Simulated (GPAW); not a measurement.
Crystal: Sn3Se.

```
CELL_PARAMETERS angstrom
0.00000 3.73314 3.73314
3.73314 0.00000 3.73314
3.73314 3.73314 0.00000
ATOMIC_POSITIONS crystal
Sn 0.50000 0.50000 0.50000
Sn 0.75000 0.75000 0.75000
Sn 0.25000 0.25000 0.25000
Se 0.00000 0.00000 0.00000
```

The cell comes from a database or a generator and needn't be the stable form of this composition.

Base run:

| Item | Value |
| --- | --- |
| Program | GPAW 26.7.0 |
| Functional | LDA |
| Potentials or basis | the program's PAW data sets (release 1.2.1) made for this functional |
| Cutoff | 450 eV |
| Basis | pw |
| k mesh | 5 × 5 × 5 |
| Occupations | fermi-dirac, width 0.05 eV |
| Spin | no spin polarisation |

Its results: pressure -6.0 GPa.

Task: The run is repeated on the same cell with these changes: cutoff from 450 eV to 600 eV; k mesh from 5 × 5 × 5 to 6 × 6 × 6. What comes out?

Result: Pressure -4.7 GPa.

Caveats: the cutoff is short for stress and forces, so pressures can be off by a GPa or more (some runs).

Not every run made on this cell is shown here.
